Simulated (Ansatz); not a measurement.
# H8O2Si3, SMILES O[SiH2][SiH](O)[SiH3]: a geometry optimisation

Computed with Ansatz 0.2.0 through its Python package.

Run as a notebook:

```python
import itertools

import ansatz as az
from ase.data import atomic_numbers, covalent_radii
import numpy as np
```

```python
GEOMETRY = """
O    -2.34480    0.69280    1.36230
Si   -0.74420    0.71320    1.15890
Si   -0.22460   -0.18230   -0.92600
O    -0.94240   -1.59770   -1.18530
Si    2.09480   -0.48090   -0.82270
H    -2.71680    1.14240    2.17780
H    -0.21980    2.10920    1.30020
H    -0.14240   -0.08220    2.25700
H    -0.56420    0.77810   -1.95670
H    -1.97940   -1.57150   -1.04140
H     2.61630   -1.01500   -2.06320
H     2.47750   -1.39790    0.31220
H     2.71050    0.85700   -0.55850
"""
```

```python
mol = az.Crystal.molecule()
for line in GEOMETRY.strip().splitlines():
    symbol, *xyz = line.split()
    mol = mol.atom(symbol, [float(v) for v in xyz])
```

```python
calculation = (
    mol.calculation()
    .basis(gaussian="cc-pVDZ")
    .functional("pbe0")
)
symbols = [site.symbol for site in mol.cartesian_sites]
start = np.array([site.position_ang for site in mol.cartesian_sites], dtype=float)
rep = calculation.relax(force_tolerance=0.005).run(threads=1).report
end = np.array(rep["positions_ang"])
```

```python
for key in ("converged", "free_energy_ev", "reference_energy_ev", "n_frozen", "n_occupied", "n_virtual"):
    print(f"{key:22s} {rep[key]}")

radius = [covalent_radii[atomic_numbers[s]] for s in symbols]
span = lambda where, i, j: np.linalg.norm(where[i] - where[j])
bonded = [(i, j) for i, j in itertools.combinations(range(len(symbols)), 2) if min(span(start, i, j), span(end, i, j)) < 1.2 * (radius[i] + radius[j])]
print("pair        before    after (A)")
for i, j in bonded:
    print(f"{symbols[i]}{i}-{symbols[j]}{j}".ljust(10), f"{span(start, i, j):8.4f} {span(end, i, j):8.4f}")
```

    converged              True
    free_energy_ev         -27844.470848801564
    reference_energy_ev    -27844.470848801564
    n_frozen               0
    n_occupied             [33, 33]
    n_virtual              [89, 89]
    pair        before    after (A)
    O0-Si1       1.6136   1.7109
    O0-H5        1.0028   0.9643
    Si1-Si2      2.3278   2.3595
    Si1-H6       1.4979   1.5029
    Si1-H7       1.4835   1.5034
    Si2-O3       1.6081   1.6977
    Si2-Si4      2.3408   2.3495
    Si2-H8       1.4492   1.5041
    O3-H9        1.0473   0.9727
    Si4-H10      1.4478   1.4998
    Si4-H11      1.5084   1.5001
    Si4-H12      1.4963   1.5024

```python
charges = rep["charge_distribution"]
dipole = np.array(charges["dipole_moment_e_ang"]) * 4.803205
print("dipole (D): {:.3f} {:.3f} {:.3f}, length {:.3f}".format(*dipole, np.linalg.norm(dipole)))
print("atom  Mulliken   Lowdin")
for symbol, m, l in zip(symbols, charges["mulliken_charges_e"], charges["lowdin_charges_e"]):
    print(f"{symbol:4s} {m:9.3f} {l:8.3f}")
```

    dipole (D): -0.766 1.104 2.341, length 2.699
    atom  Mulliken   Lowdin
    O       -0.400    0.106
    Si       0.321    0.077
    Si       0.312   -0.017
    O       -0.380    0.122
    Si       0.049    0.117
    H        0.180   -0.037
    H       -0.062   -0.065
    H       -0.063   -0.064
    H       -0.057   -0.056
    H        0.185   -0.063
    H       -0.019   -0.039
    H       -0.028   -0.040
    H       -0.038   -0.043

Caveats:
- Total energies depend on the basis set; only differences at equal settings carry meaning.
- The end point is the stationary point reached from this start; no frequency run checks that it is a minimum, and the basis set is modest.
- The Löwdin charges here are taken after orthogonalising the functions within each atom; they differ from plain Löwdin charges, and their signs can be unphysical.
- The whole script took 3.7 min on 1 thread of Arm Neoverse V1, with other jobs on the host, peak memory 0.38 GiB.
